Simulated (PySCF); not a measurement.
**One shape, several levels: CH3AlF2O (SMILES C[O][Al]([F])[F])**

Aim: a comparison of 6 runs (HF/STO-3G, HF/3-21G, B2PLYP/6-31G*, PBE0/6-31G*, revPBE/6-31G*, wB97M-V/6-31G*) of CH3AlF2O. 

The results are computed with PySCF 2.14.0.

3 further runs of the same task are left out: 3 set aside as unsound or not needed.

## Step 1: Starting point

CH3AlF2O: 8 atoms, total charge 0, spin state singlet. As SMILES, `C[O][Al]([F])[F]`. Geometry: relaxed at PBE0-D4/def2-TZVP.

Bond lengths: C1–O2 1.401 Å, O2–Al3 1.661 Å, Al3–F4 1.634 Å, Al3–F5 1.639 Å, C1–H6 1.095 Å, C1–H7 1.094 Å, C1–H8 1.094 Å. Angles: C1–O2–Al3 136.9°, O2–Al3–F4 119.6°, O2–Al3–F5 122.1°, F4–Al3–F5 118.3°, O2–C1–H6 112.5°, O2–C1–H7 109.7°, O2–C1–H8 109.7°, H6–C1–H7 108.4°, H6–C1–H8 108.4°, H7–C1–H8 108.1°.

## Step 2: A single-point energy at HF/STO-3G (run 1)

The input, calc.py:

```python
from pyscf import gto, scf

system = gto.Mole()
system.atom = '''
C     -0.239000     0.900700     0.881500
O     -0.459800    -0.316300     0.222600
Al     0.227600    -1.156300    -1.035300
F     -0.392600    -2.602700    -1.474500
F      1.520300    -0.581200    -1.861800
H      0.609600     1.454200     0.465200
H     -0.042800     0.715700     1.941600
H     -1.131100     1.528900     0.804800
'''
system.max_memory = 1860
system.basis = 'sto-3g'
system.verbose = 3
system.charge = 0
system.build()

myscf = scf.RHF(system)
myscf.conv_tol = 1e-10
myscf.kernel()
if not myscf.converged:
    myscf = myscf.newton().run(myscf.mo_coeff, myscf.mo_occ)

energy = myscf.e_tot
print('E(%s) = %.9f' % ('HF', energy))
```

Command:

```sh
$ OMP_NUM_THREADS=1 python calc.py
```

What it wrote:

```text
converged SCF energy = -548.202875394226
E(HF) = -548.202875394
```

It took 0.73 s on 1 thread of Intel Xeon at 2.70GHz, shared host; peak memory 0.1 GiB.

## Step 3: A single-point energy at HF/3-21G (run 2)

The input, geometry.xyz:

```xyz
8
CH3AlF2O
C     -0.239000     0.900700     0.881500
O     -0.459800    -0.316300     0.222600
Al     0.227600    -1.156300    -1.035300
F     -0.392600    -2.602700    -1.474500
F      1.520300    -0.581200    -1.861800
H      0.609600     1.454200     0.465200
H     -0.042800     0.715700     1.941600
H     -1.131100     1.528900     0.804800
```

The input, job.py:

```python
from pyscf import gto

mol = gto.M(
    atom='geometry.xyz',
    basis='3-21g',
    max_memory=1860,
    verbose=3,
)

myscf = mol.RHF()
myscf.conv_tol = 1e-10
myscf.kernel()
if not myscf.converged:
    myscf = myscf.newton().run(myscf.mo_coeff, myscf.mo_occ)

energy = myscf.e_tot
print(f'total energy: {energy:.8f} hartree')
```

Command:

```sh
$ OMP_NUM_THREADS=1 python job.py
```

What it wrote:

```text
converged SCF energy = -552.445854243252
total energy: -552.44585424 hartree
```

It took 0.99 s on 1 thread of Intel Xeon at 2.70GHz, shared host; peak memory 0.13 GiB.

Runs 3 to 5 aren't shown in full; the table further down has their settings and results.

## Step 4: A single-point energy at wB97M-V/6-31G(d) (spherical functions) (run 6)

The input, input.py:

```python
from pyscf import gto, dft

molecule = gto.M(
    atom='''
C     -0.239000     0.900700     0.881500
O     -0.459800    -0.316300     0.222600
Al     0.227600    -1.156300    -1.035300
F     -0.392600    -2.602700    -1.474500
F      1.520300    -0.581200    -1.861800
H      0.609600     1.454200     0.465200
H     -0.042800     0.715700     1.941600
H     -1.131100     1.528900     0.804800
''',
    basis='6-31g*',
    verbose=3,
    max_memory=1860,
)

mf = dft.RKS(molecule, xc='wb97m-v')
mf.nlcgrids.level = 1
mf.grids.level = 5
mf.conv_tol = 1e-10
mf.kernel()
if not mf.converged:
    mf = mf.newton().run(mf.mo_coeff, mf.mo_occ)

energy = mf.e_tot
print('Final energy', energy)
```

Command:

```sh
$ OMP_NUM_THREADS=1 python input.py
```

What it wrote:

```text
converged SCF energy = -557.304677282622
Final energy -557.3046772826225
```

Run time: 1.8 min. Hardware: 1 thread of Intel Xeon at 2.70GHz, shared host; peak memory 0.45 GiB.

## Step 5: The series

| run | level | frozen core orbitals | integration grid | energy (Eh) | dipole moment (D) | HOMO energy (eV) | LUMO energy (eV) | wall time |
| --- | --- | --- | --- | --- | --- | --- | --- | --- |
| 1 | HF/STO-3G | – | – | -548.202875 | 0.88 | -8.46 | 10.29 | 0.73 s |
| 2 | HF/3-21G | – | – | -552.445854 | 2.53 | -12.21 | 2.79 | 0.99 s |
| 3 | B2PLYP/6-31G* (spherical functions) | 9 | 5 | -557.027501 | 2.15 | -9.99 | 0.35 | 16 s |
| 4 | PBE0/6-31G* (spherical functions) | – | 5 | -556.972926 | 2.09 | -8.48 | -0.68 | 18 s |
| 5 | revPBE/6-31G* (spherical functions) | – | 5 | -557.235040 | 1.97 | -6.78 | -1.45 | 20 s |
| 6 | wB97M-V/6-31G* (spherical functions) | – | 5 | -557.304677 | 2.06 | -10.85 | 0.99 | 1.8 min |

## Step 6: Results

```
            quantity          value
 run 6: total energy  -557.30468 Eh
run 6: dipole moment         2.06 D
  run 6: HOMO energy      -10.85 eV
  run 6: LUMO energy        0.99 eV
run 6: HOMO–LUMO gap       11.84 eV
```

In words: The dipole moment (its size) runs from 0.88 D (HF/STO-3G) to 2.53 D (HF/3-21G). The HOMO–LUMO gap runs from 5.33 eV (revPBE/6-31G*) to 18.75 eV (HF/STO-3G). The two ends differ in method and basis. Totals of different functionals can't be ranked against each other. In run 1 the basis is minimal, so the values are rough. All runs together took 2.7 min, the longest 1.8 min.
